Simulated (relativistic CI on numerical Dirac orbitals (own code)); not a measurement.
# Si⁺: one ion under different settings

Aim: see what numerical and physical settings do to the SCF, the total energy and the lowest levels of Si⁺.

The numbers are computed with relativistic CI on numerical Dirac orbitals (own code) version 3 (Dirac-Coulomb-Breit CI, KLI orbitals optimised for each configuration, model QED (radiative potential, 1s self-energy scaled to tabulated hydrogen-like ionisation energies), numerical settings as typed), except any that are marked as measured or tabulated.

### Step 1. The atom as given

| Item | Value |
| --- | --- |
| ion | Si⁺ (Si II) |
| nuclear charge | 14 |
| electrons | 13 |
| isotope | A = 28 |

### Step 2. Usual settings

Settings, as recorded:

```ini
atom Si  Z=14  charge=1  electrons=13
nucleus A=28  rms_radius_fm=3.1224
hamiltonian dirac-coulomb  breit=on  qed=on  c_scale=1
orbitals kli  potential=per-configuration
slater_scale 1
correlation none
mixing on
grid step=0.0125 r_max=51.4
scf mixing=0.4 start=green max_iterations=150 tolerance=2e-08 node_fill=0.05
configurations
  [Ne] 3s2 3p
  [Ne] 3s 3p2
  [Ne] 3s2 3d
end
```

The run is started by

```console
$ python run_levels.py task.json out
```

One command runs all members of the session, one after another, from task.json.

The program writes no log. Results of the run, from its result record (rounded, main fields):

```text
{
  "status": "converged",
  "levels [i, E_cm, J2, conf, term, w_term, w_jj]": [
    [0, 0, 1, "3s2 3p", "2P*", 1, 1],
    [1, 288.59399, 3, "3s2 3p", "2P*", 1, 1],
    [2, 31692.685, 1, "3s 3p2", "4P", 1, 0.4487],
    [3, 31801.134, 3, "3s 3p2", "4P", 1, 0.8903],
    [4, 31977.765, 5, "3s 3p2", "4P", 1, 0.661],
    [5, 50927.867, 3, "3s 3p2", "2D", 0.6774, 0.4527],
    [6, 50944.993, 5, "3s 3p2", "2D", 0.6767, 0.4463],
    [7, 75646.537, 1, "3s 3p2", "2S", 0.9998, 0.6641],
    [8, 81582.226, 3, "3s2 3d", "2D", 0.6774, 0.6774],
    [9, 81601.871, 5, "3s2 3d", "2D", 0.6767, 0.6767],
    [10, 89044.787, 1, "3s 3p2", "2P", 0.9999, 0.6672],
    [11, 89234.309, 3, "3s 3p2", "2P", 0.9999, 0.5627]
  ],
  "total_energy [Ha]": -289.1059072,
  "n_levels_all": 12,
  "overlap": 1.70224e-13,
  "scf_iterations": [10, 10, 11],
  "orbital_energies [Ha]": {"1s": -66.0994, "2s": -5.7251, "2p1/2": -4.11138, "2p3/2": -4.08767, "3s": -0.846234, "3p1/2": -0.580425, "3p3/2": -0.579021},
  "configurations [conf, odd, states, E_av_Ha, breit_Ha, qed_Ha]": [
    ["3s2 3p", 1, 6, -289.1956048, 0.05475, 0.03582],
    ["3s 3p2", 0, 30, -288.9416141, 0.05472, 0.03572],
    ["3s2 3d", 0, 10, -288.8697613, 0.05467, 0.03584]
  ],
  "scf_steps of the first configuration [iteration, E_Ha, residual, outer_eigenvalue_Ha]": [
    [1, -287.4345429, 0.989, -0.7414],
    [2, -288.8895801, 0.392, -0.615],
    [3, -289.1947869, 0.0248, -0.5639],
    [4, -289.1947499, 0.0228, -0.5813],
    [5, -289.1955936, 0.000833, -0.579],
    [6, -289.1956041, 0.000147, -0.5789],
    [7, -289.1956052, 4.89e-05, -0.579],
    [8, -289.1956048, 1.58e-06, -0.579],
    [9, -289.1956048, 9.07e-08, -0.579],
    [10, -289.1956048, 4.6e-09, -0.579]
  ]
}
```

Wall time 0.092 s (1 thread, shared host).

### Step 3. Speed-of-light factor 0.8, nuclear radius 2.8102, potential mixing 0.05

Settings, as recorded:

```ini
atom Si  Z=14  charge=1  electrons=13
nucleus A=28  rms_radius_fm=2.8102
hamiltonian dirac-coulomb  breit=on  qed=on  c_scale=0.8
orbitals kli  potential=per-configuration
slater_scale 1
correlation none
mixing on
grid step=0.0125 r_max=51.4
scf mixing=0.05 start=green max_iterations=150 tolerance=2e-08 node_fill=0.05
configurations
  [Ne] 3s2 3p
  [Ne] 3s 3p2
  [Ne] 3s2 3d
end
```

Main fields:

```text
{
  "status": "converged",
  "levels [i, E_cm, J2, conf, term, w_term]": [
    [0, 0, 1, "3s2 3p", "2P*", 1],
    [1, 451.46087, 3, "3s2 3p", "2P*", 1],
    [2, 31964.115, 1, "3s 3p2", "4P", 0.9999],
    [3, 32134.501, 3, "3s 3p2", "4P", 1],
    [4, 32410.473, 5, "3s 3p2", "4P", 0.9999],
    [5, 51216.054, 3, "3s 3p2", "2D", 0.6736],
    [6, 51243.437, 5, "3s 3p2", "2D", 0.6724],
    [7, 76018.936, 1, "3s 3p2", "2S", 0.9996],
    "... 4 more rows left out ..."
  ],
  "total_energy [Ha]": -289.42950874,
  "n_levels_all": 12,
  "overlap": 1.71066e-13,
  "scf_iterations": [13, 13, 13],
  "orbital_energies [Ha]": {"1s": -66.1939, "2s": -5.73845, "2p1/2": -4.11914, "2p3/2": -4.082, "3s": -0.847218, "3p1/2": -0.580722, "3p3/2": -0.578524},
  "configurations [conf, odd, states, E_av_Ha, breit_Ha, qed_Ha]": [
    ["3s2 3p", 1, 6, -289.5512731, 0.08568, 0.03745],
    ["3s 3p2", 0, 30, -289.2960556, 0.08563, 0.03735],
    ["3s2 3d", 0, 10, -289.2255254, 0.08555, 0.03748]
  ],
  "scf_steps of the first configuration [iteration, E_Ha, residual, outer_eigenvalue_Ha]": [
    [1, -287.7687736, 0.996, -0.742],
    [2, -288.0118744, 0.923, -0.7231],
    [3, -289.5492601, 0.0439, -0.5553],
    [4, -289.5487835, 0.0521, -0.5541],
    [5, -289.551157, 0.00533, -0.5775],
    [6, -289.5512406, 0.00144, -0.5783],
    [7, -289.551273, 0.000198, -0.5784],
    [8, -289.5512733, 0.000281, -0.5784],
    [9, -289.5512732, 2.23e-05, -0.5785],
    [10, -289.5512733, 8.26e-06, -0.5785],
    [11, -289.5512731, 5.58e-08, -0.5785],
    [12, -289.5512731, 3.7e-08, -0.5785],
    [13, -289.5512731, 8.99e-10, -0.5785]
  ]
}
```

It took 0.1 s on 1 thread, shared host.

With a scaled speed of light this is not the real ion; the QED potentials keep the true α and change only through the orbitals.

### Step 4. End of the grid 154.2

Settings, as recorded:

```ini
atom Si  Z=14  charge=1  electrons=13
nucleus A=28  rms_radius_fm=3.1224
hamiltonian dirac-coulomb  breit=on  qed=on  c_scale=1
orbitals kli  potential=per-configuration
slater_scale 1
correlation none
mixing on
grid step=0.0125 r_max=154.2
scf mixing=0.4 start=green max_iterations=150 tolerance=2e-08 node_fill=0.05
configurations
  [Ne] 3s2 3p
  [Ne] 3s 3p2
  [Ne] 3s2 3d
end
```

Main fields:

```text
{
  "status": "converged",
  "levels [i, E_cm, J2, conf, term, w_term]": [
    [0, 0, 1, "3s2 3p", "2P*", 1],
    [1, 288.59399, 3, "3s2 3p", "2P*", 1],
    [2, 31692.685, 1, "3s 3p2", "4P", 1],
    [3, 31801.134, 3, "3s 3p2", "4P", 1],
    [4, 31977.765, 5, "3s 3p2", "4P", 1],
    [5, 50927.867, 3, "3s 3p2", "2D", 0.6774],
    [6, 50944.993, 5, "3s 3p2", "2D", 0.6767],
    [7, 75646.537, 1, "3s 3p2", "2S", 0.9998],
    "... 4 more rows left out ..."
  ],
  "total_energy [Ha]": -289.1059072,
  "n_levels_all": 12,
  "overlap": 1.68686e-13,
  "scf_iterations": [10, 10, 11],
  "orbital_energies [Ha]": {"1s": -66.0994, "2s": -5.7251, "2p1/2": -4.11138, "2p3/2": -4.08767, "3s": -0.846234, "3p1/2": -0.580425, "3p3/2": -0.579021},
  "configurations [conf, odd, states, E_av_Ha, breit_Ha, qed_Ha]": [
    ["3s2 3p", 1, 6, -289.1956048, 0.05475, 0.03582],
    ["3s 3p2", 0, 30, -288.9416141, 0.05472, 0.03572],
    ["3s2 3d", 0, 10, -288.8697613, 0.05467, 0.03584]
  ],
  "scf_steps of the first configuration [iteration, E_Ha, residual, outer_eigenvalue_Ha]": [
    [1, -287.4345429, 0.989, -0.7414],
    [2, -288.8895801, 0.392, -0.615],
    [3, -289.1947869, 0.0248, -0.5639],
    [4, -289.1947499, 0.0228, -0.5813],
    [5, -289.1955936, 0.000833, -0.579],
    [6, -289.1956041, 0.000147, -0.5789],
    [7, -289.1956052, 4.89e-05, -0.579],
    [8, -289.1956048, 1.58e-06, -0.579],
    [9, -289.1956048, 9.06e-08, -0.579],
    [10, -289.1956048, 4.6e-09, -0.579]
  ]
}
```

Run time: 0.1 s. Hardware: 1 thread, shared host.

### Step 5. Start potential thomas-fermi, tolerance 1e-10

The settings differ from step 4 so:

```diff
@@ -7,4 +7,4 @@
 mixing on
-grid step=0.0125 r_max=154.2
-scf mixing=0.4 start=green max_iterations=150 tolerance=2e-08 node_fill=0.05
+grid step=0.0125 r_max=51.4
+scf mixing=0.4 start=thomas-fermi max_iterations=150 tolerance=1e-10 node_fill=0.05
 configurations
```

Main fields:

```text
{
  "status": "converged",
  "levels [i, E_cm, J2, conf, term, w_term]": [
    [0, 0, 1, "3s2 3p", "2P*", 1],
    [1, 288.59399, 3, "3s2 3p", "2P*", 1],
    [2, 31692.685, 1, "3s 3p2", "4P", 1],
    [3, 31801.134, 3, "3s 3p2", "4P", 1],
    [4, 31977.765, 5, "3s 3p2", "4P", 1],
    [5, 50927.867, 3, "3s 3p2", "2D", 0.6774],
    [6, 50944.993, 5, "3s 3p2", "2D", 0.6767],
    [7, 75646.537, 1, "3s 3p2", "2S", 0.9998],
    "... 4 more rows left out ..."
  ],
  "total_energy [Ha]": -289.1059072,
  "n_levels_all": 12,
  "overlap": 1.69851e-13,
  "scf_iterations": [12, 12, 13],
  "orbital_energies [Ha]": {"1s": -66.0994, "2s": -5.7251, "2p1/2": -4.11138, "2p3/2": -4.08767, "3s": -0.846234, "3p1/2": -0.580425, "3p3/2": -0.579021},
  "configurations [conf, odd, states, E_av_Ha, breit_Ha, qed_Ha]": [
    ["3s2 3p", 1, 6, -289.1956048, 0.05475, 0.03582],
    ["3s 3p2", 0, 30, -288.9416141, 0.05472, 0.03572],
    ["3s2 3d", 0, 10, -288.8697613, 0.05467, 0.03584]
  ],
  "scf_steps of the first configuration [iteration, E_Ha, residual, outer_eigenvalue_Ha]": [
    [1, -288.6072308, 0.713, -0.4036],
    [2, -289.0949538, 0.279, -0.4913],
    [3, -289.1920764, 0.0374, -0.5713],
    [4, -289.1955313, 0.00783, -0.5831],
    [5, -289.1955673, 0.000905, -0.5802],
    [6, -289.1956033, 0.000102, -0.579],
    [7, -289.1956041, 2.49e-05, -0.5791],
    [8, -289.1956048, 1.73e-06, -0.579],
    [9, -289.1956048, 5.21e-08, -0.579],
    [10, -289.1956048, 1.7e-08, -0.579],
    [11, -289.1956048, 2.02e-10, -0.579],
    [12, -289.1956048, 3.7e-11, -0.579]
  ]
}
```

Wall time 0.099 s (1 thread, shared host).

### Step 6. Nuclear radius 4.0591, grid step 0.006

Settings, as recorded:

```ini
atom Si  Z=14  charge=1  electrons=13
nucleus A=28  rms_radius_fm=4.0591
hamiltonian dirac-coulomb  breit=on  qed=on  c_scale=1
orbitals kli  potential=per-configuration
slater_scale 1
correlation none
mixing on
grid step=0.006 r_max=51.4
scf mixing=0.4 start=green max_iterations=150 tolerance=2e-08 node_fill=0.05
configurations
  [Ne] 3s2 3p
  [Ne] 3s 3p2
  [Ne] 3s2 3d
end
```

Main fields:

```text
{
  "status": "converged",
  "levels [i, E_cm, J2, conf, term, w_term]": [
    [0, 0, 1, "3s2 3p", "2P*", 1],
    [1, 288.59418, 3, "3s2 3p", "2P*", 1],
    [2, 31692.618, 1, "3s 3p2", "4P", 1],
    [3, 31801.068, 3, "3s 3p2", "4P", 1],
    [4, 31977.699, 5, "3s 3p2", "4P", 1],
    [5, 50927.833, 3, "3s 3p2", "2D", 0.6774],
    [6, 50944.96, 5, "3s 3p2", "2D", 0.6767],
    [7, 75646.482, 1, "3s 3p2", "2S", 0.9998],
    "... 4 more rows left out ..."
  ],
  "total_energy [Ha]": -289.10581335,
  "n_levels_all": 12,
  "overlap": 2.2628e-14,
  "scf_iterations": [10, 10, 11],
  "orbital_energies [Ha]": {"1s": -66.0994, "2s": -5.7251, "2p1/2": -4.11138, "2p3/2": -4.08767, "3s": -0.846234, "3p1/2": -0.580425, "3p3/2": -0.579022},
  "configurations [conf, odd, states, E_av_Ha, breit_Ha, qed_Ha]": [
    ["3s2 3p", 1, 6, -289.1955103, 0.05475, 0.03582],
    ["3s 3p2", 0, 30, -288.9415199, 0.05472, 0.03572],
    ["3s2 3d", 0, 10, -288.8696667, 0.05467, 0.03584]
  ],
  "scf_steps of the first configuration [iteration, E_Ha, residual, outer_eigenvalue_Ha]": [
    [1, -287.4344494, 0.989, -0.7414],
    [2, -288.8894857, 0.392, -0.615],
    [3, -289.1946925, 0.0248, -0.5639],
    [4, -289.194656, 0.0228, -0.5812],
    [5, -289.1954992, 0.000832, -0.579],
    [6, -289.1955097, 0.000146, -0.5789],
    [7, -289.1955106, 5.83e-05, -0.579],
    [8, -289.1955104, 1.98e-06, -0.579],
    [9, -289.1955103, 3.22e-07, -0.579],
    [10, -289.1955103, 6.24e-09, -0.579]
  ]
}
```

Wall time 0.19 s (1 thread, shared host).

The changed nuclear radius is not that of the isotope named.

### Step 7. Node fill 50

Settings, as recorded:

```ini
atom Si  Z=14  charge=1  electrons=13
nucleus A=28  rms_radius_fm=3.1224
hamiltonian dirac-coulomb  breit=on  qed=on  c_scale=1
orbitals kli  potential=per-configuration
slater_scale 1
correlation none
mixing on
grid step=0.0125 r_max=51.4
scf mixing=0.4 start=green max_iterations=64 tolerance=2e-08 node_fill=50
configurations
  [Ne] 3s2 3p
  [Ne] 3s 3p2
  [Ne] 3s2 3d
end
```

Main fields:

```text
{
  "status": "converged",
  "levels [i, E_cm, J2, conf, term, w_term]": [
    [0, 0, 1, "3s2 3p", "2P*", 1],
    [1, 287.97889, 3, "3s2 3p", "2P*", 1],
    [2, 28351.491, 1, "3s 3p2", "4P", 1],
    [3, 28461.742, 3, "3s 3p2", "4P", 1],
    [4, 28641.505, 5, "3s 3p2", "4P", 0.9999],
    [5, 42437.337, 3, "3s 3p2", "2D", 0.6062],
    [6, 42446.567, 5, "3s 3p2", "2D", 0.6056],
    [7, 65475.248, 1, "3s 3p2", "2S", 0.9997],
    "... 4 more rows left out ..."
  ],
  "total_energy [Ha]": -288.87710795,
  "n_levels_all": 12,
  "overlap": 1.05385e-13,
  "scf_iterations": [13, 12, 12],
  "orbital_energies [Ha]": {"1s": -64.6671, "2s": -5.03471, "2p1/2": -3.40111, "2p3/2": -3.37907, "3s": -0.626852, "3p1/2": -0.431982, "3p3/2": -0.431347},
  "configurations [conf, odd, states, E_av_Ha, breit_Ha, qed_Ha]": [
    ["3s2 3p", 1, 6, -288.9645201, 0.05285, 0.03544],
    ["3s 3p2", 0, 30, -288.7435252, 0.05284, 0.03539],
    ["3s2 3d", 0, 10, -288.6989071, 0.05283, 0.03546]
  ],
  "scf_steps of the first configuration [iteration, E_Ha, residual, outer_eigenvalue_Ha]": [
    [1, -287.4345429, 1.37, -0.7414],
    [2, -289.0924072, 0.548, -0.5393],
    [3, -288.9853782, 0.052, -0.4441],
    [4, -289.0079865, 0.0199, -0.4351],
    [5, -288.9673358, 0.00378, -0.4275],
    [6, -288.9654908, 0.00177, -0.4296],
    [7, -288.9648102, 0.000214, -0.4313],
    [8, -288.9645912, 5.01e-05, -0.4314],
    [9, -288.9645143, 1.21e-05, -0.4314],
    [10, -288.9645195, 8e-07, -0.4314],
    [11, -288.9645203, 4.83e-07, -0.4314],
    [12, -288.9645201, 5.12e-08, -0.4314],
    [13, -288.9645201, 2.38e-09, -0.4314]
  ]
}
```

Run time: 0.1 s. Hardware: 1 thread, shared host.

This setting is unsound; the numbers are not properties of the ion.

### Step 8. The runs side by side

| setting | total energy less usual (Ha) | largest shift of a level among the lowest eight of both runs, same label and place (cm⁻¹) | SCF iterations | time | lowest level | kind of change |
| --- | --- | --- | --- | --- | --- | --- |
| usual | 0 | 0 | 31 | 0.092 s | 3p 2P°1/2 | - |
| speed-of-light factor 0.8, nuclear radius 2.8102, potential mixing 0.05 | -0.324 | 433 | 39 | 0.1 s | 3p 2P°1/2 | unphysical constant |
| end of the grid 154.2 | 0 | 0 | 31 | 0.1 s | 3p 2P°1/2 | numerical |
| start potential thomas-fermi, tolerance 1e-10 | 0 | 0 | 37 | 0.099 s | 3p 2P°1/2 | numerical |
| nuclear radius 4.0591, grid step 0.006 | 9.38e-05 | 0.0669 | 31 | 0.19 s | 3p 2P°1/2 | unphysical constant |
| node fill 50 | 0.229 | 10200 | 37 | 0.1 s | 3p 2P°1/2 | unsound |

### Step 9. What came out

```
                    quantity         value
lowest level, usual settings     3p 2P°1/2
                total energy  -289.1059 Ha
            first excitation    288.6 cm⁻¹
```

What this shows: Among the runs whose levels can be followed, they move most under «node fill 50» (unsound), by up to 10200 cm⁻¹. No visible change in the result comes from «end of the grid 154.2» or «start potential thomas-fermi, tolerance 1e-10». Only the listed configurations are in the model. In a near-neutral ion this small CI can misplace whole configurations by 10,000 cm⁻¹ or more.
